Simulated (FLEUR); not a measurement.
# Ta3N (P-3m1) in FLEUR: a series of runs

The runs below take Ta3N through equation of state, band structure, with PBEsol.

Program: FLEUR MaX-R8.1 (later development tree). These are calculated values, not measurements. Logs are shortened: lines on timing, memory, paths and dates and some standing lists are left out, and cuts for length are marked.

### 1 The structure

The structure is trigonal, space group P-3m1 (No. 164). The conventional cell has a = 3.032 Å, b = 3.032 Å, c = 7.524 Å, α = 90.00°, β = 90.00°, γ = 120.00°. Ta (site symmetry 3m) has 3 N at 2.19 Å as nearest neighbours. Around Ta (site symmetry -3m) lie 12 Ta at 3.01 to 3.03 Å. N (site symmetry -3m) has 6 Ta at 2.19 Å as nearest neighbours.

The cell comes from a database or a generator and needn't be the stable form of this composition.

### 2 Equation of state, PBEsol, 14.08 Å³/atom (volume scaled by 0.94)

inp.xml

```xml
<?xml version="1.0" encoding="UTF-8" standalone="no"?>
<fleurInput fleurInputVersion="0.39">
   <comment>
      Ta3N                                                                                                
   </comment>
   <calculationSetup>
      <cutoffs Kmax="5.07" Gmax="15.7" GmaxXC="15.7" numbands="0"/>
      <scfLoop itmax="60" minDistance="0.00001" maxIterBroyd="15" imix="Anderson" alpha="0.05" precondParam="0.0" spinf="2.0" sdNocoIR="T"/>
      <coreElectrons ctail="T" frcor="F" kcrel="0" coretail_lmax="0"/>
      <xcFunctional name="PBEs" relativisticCorrections="F"/>
      <magnetism jspins="1"/>
      <soc l_soc="F" theta="0.0" phi="0.0" spav="F"/>
      <expertModes spex="0" secvar="F"/>
      <geometryOptimization l_f="F" forcealpha="1.0" forcemix="BFGS" epsdisp="0.0005" epsforce="0.0002"/>
      <ldaU l_linMix="F" mixParam="0.05" spinf="1.0"/>
   </calculationSetup>
   <cell>
      <bzIntegration valenceElectrons="86.0" mode="hist" fermiSmearingEnergy="0.00183747">
         <kPointListSelection listName="default-1"/>
         <!-- k-points included here -->
         <xi:include xmlns:xi="http://www.w3.org/2001/XInclude" href="kpts.xml"> </xi:include>
      </bzIntegration>
      <!-- symmetry operations included here -->
      <xi:include xmlns:xi="http://www.w3.org/2001/XInclude" href="sym.xml"> </xi:include>
      <bulkLattice scale="0.9795861087">
         <bravaisMatrix>
            <row-1>    5.7300728855734242     0.0000000000000000     0.0000000000000000</row-1>
            <row-2>   -2.8650364428811983     4.9623886844695226     0.0000000000000000</row-2>
            <row-3>    0.0000000000000000     0.0000000000000000    14.2185582539694693</row-3>
         </bravaisMatrix>
      </bulkLattice>
   </cell>
   <atomSpecies>
      <species name="Tantalum (Ta)" element="Ta" atomicNumber="73">
         <mtSphere radius="2.29" gridPoints="781" logIncrement="0.017"/>
         <atomicCutoffs lmax="9" lnonsphr="9"/>
         <electronConfig flipSpins="F">
            <coreConfig>(1s1/2) (2s1/2) (2p1/2) (2p3/2) (3s1/2) (3p1/2) (3p3/2) (4s1/2) (3d3/2) (3d5/2) (4p1/2) (4p3/2) (4d3/2) (4d5/2)</coreConfig>
            <valenceConfig>(5s1/2) (5p1/2) (5p3/2) (6s1/2) (4f5/2) (4f7/2) (5d3/2) (5d5/2)</valenceConfig>
            <stateOccupation state="(5d3/2)" spinUp="0.600000" spinDown="0.600000"/>
            <stateOccupation state="(5d5/2)" spinUp="0.900000" spinDown="0.900000"/>
         </electronConfig>
         <energyParameters s="6" p="6" d="5" f="4"/>
         <lo type="SCLO" l="0" n="5" eDeriv="0"/>
         <lo type="SCLO" l="1" n="5" eDeriv="0"/>
         <lo type="SCLO" l="2" n="5" eDeriv="2"/>
         <lo type="SCLO" l="3" n="4" eDeriv="2"/>
      </species>
      <species name="Nitrogen (N)" element="N" atomicNumber="7">
         <mtSphere radius="1.42" gridPoints="483" logIncrement="0.022"/>
         <atomicCutoffs lmax="8" lnonsphr="8"/>
         <electronConfig flipSpins="F">
            <coreConfig>(1s1/2)</coreConfig>
            <valenceConfig>(2s1/2) (2p1/2) (2p3/2)</valenceConfig>
            <stateOccupation state="(2p1/2)" spinUp="0.500000" spinDown="0.500000"/>
            <stateOccupation state="(2p3/2)" spinUp="1.000000" spinDown="1.000000"/>
         </electronConfig>
         <energyParameters s="2" p="2" d="3" f="4"/>
         <lo type="SCLO" l="0" n="2" eDeriv="2"/>
         <lo type="SCLO" l="1" n="2" eDeriv="2"/>
         <lo type="SCLO" l="2" n="3" eDeriv="2"/>
      </species>
   </atomSpecies>
   <atomGroups>
      <atomGroup species="Tantalum (Ta)">
         <relPos label="                   1">-1.000/3.000 1.000/3.000 -.1739300000</relPos>
         <relPos label="                   2">1.000/3.000 -1.000/3.000 .1739300000</relPos>
         <force calculate="T" relaxXYZ="TTT"/>
      </atomGroup>
      <atomGroup species="Tantalum (Ta)">
         <relPos label="                   3">.0000000000 .0000000000 1.000/2.000</relPos>
         <force calculate="T" relaxXYZ="TTT"/>
      </atomGroup>
      <atomGroup species="Nitrogen (N)">
         <relPos label="                   4">.0000000000 .0000000000 .0000000000</relPos>
         <force calculate="T" relaxXYZ="TTT"/>
      </atomGroup>
   </atomGroups>
   <output dos="F" band="F" slice="F">
      <checks vchk="F" cdinf="F"/>
      <bandDOS minEnergy="-.5*Htr" maxEnergy="0.5*Htr" sigma="0.015" storeEVData="T"/>
      <vacuumDOS vacdos="F" integ="F" star="F" nstars="0" locx1="0.0" locy1="0.0" locx2="0.0" locy2="0.0" nstm="0" tworkf="0.0"/>
      <unfoldingBand unfoldBand="F" supercellX="1" supercellY="1" supercellZ="1"/>
      <plotting iplot="0" polar="F">
         <plot TwoD="T" vec1="  1.0  0.0  0.0" vec2="  0.0  1.0  0.0" vec3="  0.0  0.0  1.0" zero="  0.0  0.0  0.0" file="plot"/>
      </plotting>
      <chargeDensitySlicing numkpt="0" minEigenval="0.0" maxEigenval="0.0" nnne="0" pallst="F"/>
      <specialOutput eonly="F"/>
      <moessbauerParams electricFieldGradient="T" isomerShift="T" coreHyperfine="T" valenceHyperfine="T"/>
      <magneticCircularDichroism mcd="F" energyLo="-10.0" energyUp="0.0"/>
   </output>
  <!-- We include the file relax.xml here to enable relaxations (see documentation) -->
  <xi:include xmlns:xi="http://www.w3.org/2001/XInclude" href="relax.xml"> <xi:fallback/> </xi:include>
</fleurInput>
```

Potentials or basis: all-electron, FLAPW.

On the command line:

```console
> inpgen -f crystal.txt -profile fastHighL
> # inp.xml edited to the form shown
> fleur_MPI
```

What it wrote:

```text
Welcome to FLEUR        (www.flapw.de)
      MaX-Release 8.1          (www.max-centre.eu)

 ========== k-point set info ==========
 Selected k-point list: default-1
 k-point list type: mesh
 10 x 10 x 4
 Number of k points: 50

 ------------Calculation Setup---------------------------
 Number of MPI-tasks      :            1
 Number of PE/node        :            1
 Number of OMP-threads    :            1
 Most efficient MPI parallelization for:
           1           2           5          10          25          50
 Additional eigenvalue parallelization possible
 Number of basis functions:          969
 Approximate size of matrices (H+S) per k-point:         0.014 GB
 --------------------------------------------------------
 Iteration:     1   Distance:      20.40901729 me/bohr^3
 Iteration:     2   Distance:      16.75309117 me/bohr^3
 Iteration:     3   Distance:       9.83589756 me/bohr^3
 Iteration:     4   Distance:       6.99665915 me/bohr^3
 Iteration:     5   Distance:       5.05451873 me/bohr^3
 Iteration:     6   Distance:       1.87213791 me/bohr^3
 Iteration:     7   Distance:       1.13265764 me/bohr^3
 Iteration:     8   Distance:       0.74482446 me/bohr^3
 Iteration:     9   Distance:       0.19879731 me/bohr^3
 Iteration:    10   Distance:       0.14909521 me/bohr^3
 Iteration:    11   Distance:       0.03605731 me/bohr^3
 Iteration:    12   Distance:       0.04019220 me/bohr^3
 Iteration:    13   Distance:       0.01150869 me/bohr^3
 Iteration:    14   Distance:       0.00410069 me/bohr^3
 Iteration:    15   Distance:       0.00324726 me/bohr^3
 Iteration:    16   Distance:       0.00268126 me/bohr^3
 Iteration:    17   Distance:       0.00220637 me/bohr^3
 Iteration:    18   Distance:       0.00097171 me/bohr^3
 Iteration:    19   Distance:       0.00048038 me/bohr^3
 Iteration:    20   Distance:       0.00010557 me/bohr^3
 Iteration:    21   Distance:       0.00007728 me/bohr^3
 Iteration:    22   Distance:       0.00004563 me/bohr^3
 Iteration:    23   Distance:       0.00000462 me/bohr^3

 ********************************************************************
 Run finished successfully
 Stop message:
   all done
 ********************************************************************
```

Run time: 8.9 min. Hardware: 1 thread of Arm Neoverse V2, shared host; peak memory 0.12 GiB.

Results:

| Quantity | Value |
| --- | --- |
| Free energy | -1276733.0216 eV |
| Band gap on the k mesh | none (metal or under the smearing width) |
| Valence electrons inside the program's atomic spheres | Ta 24.28, 24.14; N 3.42 (radii Ta 2.29, N 1.42 bohr) |

### 3 Equation of state, PBEsol, 14.38 Å³/atom (volume scaled by 0.96)

Edit inp.xml of step 2 so:

```diff
@@ -24,3 +24,3 @@
       <xi:include xmlns:xi="http://www.w3.org/2001/XInclude" href="sym.xml"> </xi:include>
-      <bulkLattice scale="0.9795861087">
+      <bulkLattice scale="0.9864848297">
          <bravaisMatrix>
```

Potentials or basis: all-electron, FLAPW.

On the command line:

```console
> inpgen -f crystal.txt -profile fastHighL
> # inp.xml edited to the form shown
> fleur_MPI
```

Run time: 9.4 min. Hardware: 1 thread of Arm Neoverse V2, shared host; peak memory 0.12 GiB.

The run converged. Its results:

```
Free energy                                           : -1276733.0602 eV
Band gap on the k mesh                                : none (metal or under the smearing width)
Valence electrons inside the program's atomic spheres : Ta 24.24, 24.11; N 3.40 (radii Ta 2.29, N 1.42 bohr)
```

### 4 Equation of state, PBEsol, 14.68 Å³/atom (volume scaled by 0.98)

Edit inp.xml of step 3 so:

```diff
@@ -24,3 +24,3 @@
       <xi:include xmlns:xi="http://www.w3.org/2001/XInclude" href="sym.xml"> </xi:include>
-      <bulkLattice scale="0.9864848297">
+      <bulkLattice scale="0.9932883884">
          <bravaisMatrix>
```

On the command line:

```console
> inpgen -f crystal.txt -profile fastHighL
> # inp.xml edited to the form shown
> fleur_MPI
```

Wall time 9.9 min (1 thread of Arm Neoverse V2, shared host); peak memory 0.12 GiB.

The run converged. Its results:

| Property | Result |
| --- | --- |
| Free energy | -1276733.0564 eV |
| Band gap on the k mesh | none (metal or under the smearing width) |
| Valence electrons inside the program's atomic spheres | Ta 24.21, 24.08; N 3.38 (radii Ta 2.29, N 1.42 bohr) |

### 5 Equation of state, PBEsol, 14.98 Å³/atom

Edit inp.xml of step 4 so:

```diff
@@ -24,3 +24,3 @@
       <xi:include xmlns:xi="http://www.w3.org/2001/XInclude" href="sym.xml"> </xi:include>
-      <bulkLattice scale="0.9932883884">
+      <bulkLattice scale="1.0000000000">
          <bravaisMatrix>
```

On the command line:

```console
> inpgen -f crystal.txt -profile fastHighL
> # inp.xml edited to the form shown
> fleur_MPI
```

It took 10 min on 1 thread of Arm Neoverse V2, shared host; peak memory 0.12 GiB.

It converged, with:

* Free energy: -1276733.0145 eV
* Band gap on the k mesh: none (metal or under the smearing width)
* Valence electrons inside the program's atomic spheres: Ta 24.18, 24.05; N 3.37 (radii Ta 2.29, N 1.42 bohr)

### 6 Equation of state, PBEsol, 15.28 Å³/atom (volume scaled by 1.02)

Edit inp.xml of step 5 so:

```diff
@@ -24,3 +24,3 @@
       <xi:include xmlns:xi="http://www.w3.org/2001/XInclude" href="sym.xml"> </xi:include>
-      <bulkLattice scale="1.0000000000">
+      <bulkLattice scale="1.0066227096">
          <bravaisMatrix>
```

Potentials or basis: all-electron, FLAPW.

On the command line:

```console
> inpgen -f crystal.txt -profile fastHighL
> # inp.xml edited to the form shown
> fleur_MPI
```

It took 11 min on 1 thread of Arm Neoverse V2, shared host; peak memory 0.13 GiB.

The run converged. Its results:

```yaml
Free_energy: -1276732.9383 eV
Band_gap_on_the_k_mesh: none (metal or under the smearing width)
Valence_electrons_inside_the_program's_atomic_spheres: Ta 24.15, 24.03; N 3.35 (radii Ta 2.29, N 1.42 bohr)
```

### 7 Equation of state, PBEsol, 15.58 Å³/atom (volume scaled by 1.04)

Edit inp.xml of step 6 so:

```diff
@@ -24,3 +24,3 @@
       <xi:include xmlns:xi="http://www.w3.org/2001/XInclude" href="sym.xml"> </xi:include>
-      <bulkLattice scale="1.0066227096">
+      <bulkLattice scale="1.0131594038">
          <bravaisMatrix>
```

On the command line:

```console
> inpgen -f crystal.txt -profile fastHighL
> # inp.xml edited to the form shown
> fleur_MPI
```

Wall time 11 min (1 thread of Arm Neoverse V2, shared host); peak memory 0.13 GiB.

It converged, with:

```yaml
Free_energy: -1276732.8309 eV
Band_gap_on_the_k_mesh: none (metal or under the smearing width)
Valence_electrons_inside_the_program's_atomic_spheres: Ta 24.12, 24.01; N 3.34 (radii Ta 2.29, N 1.42 bohr)
```

### 8 Equation of state, PBEsol, 15.88 Å³/atom (volume scaled by 1.06)

Edit inp.xml of step 7 so:

```diff
@@ -24,3 +24,3 @@
       <xi:include xmlns:xi="http://www.w3.org/2001/XInclude" href="sym.xml"> </xi:include>
-      <bulkLattice scale="1.0131594038">
+      <bulkLattice scale="1.0196128224">
          <bravaisMatrix>
```

On the command line:

```console
> inpgen -f crystal.txt -profile fastHighL
> # inp.xml edited to the form shown
> fleur_MPI
```

Run time: 12 min. Hardware: 1 thread of Arm Neoverse V2, shared host; peak memory 0.13 GiB.

The run converged. Its results:

- Free energy: -1276732.6957 eV
- Band gap on the k mesh: none (metal or under the smearing width)
- Valence electrons inside the program's atomic spheres: Ta 24.09, 23.99; N 3.33 (radii Ta 2.29, N 1.42 bohr)

### 9 Equation of state, PBEsol

Potentials or basis: all-electron, FLAPW.

This step only gathers the single runs of the series.

Results:

```yaml
Equilibrium_volume: 14.50 Å³/atom
Bulk_modulus_at_fixed_shape_and_positions: 263 GPa
Pressure_derivative_of_the_bulk_modulus: 4.1
```

Energy against volume, from the lowest point:
```
volume (Å³/atom)  energy (meV/atom)
          14.079               9.65
          14.379               0.00
          14.678               0.93
          14.978              11.42
          15.277              30.47
          15.577              57.33
          15.877              91.12
```

Caveat: the cell was scaled at fixed shape and fractional positions, which overstates the stiffness of a crystal with free parameters, most of all of layers and chains. The run has no spin-orbit coupling, so splittings on Ta are missing.

[end of part 1 of 2]
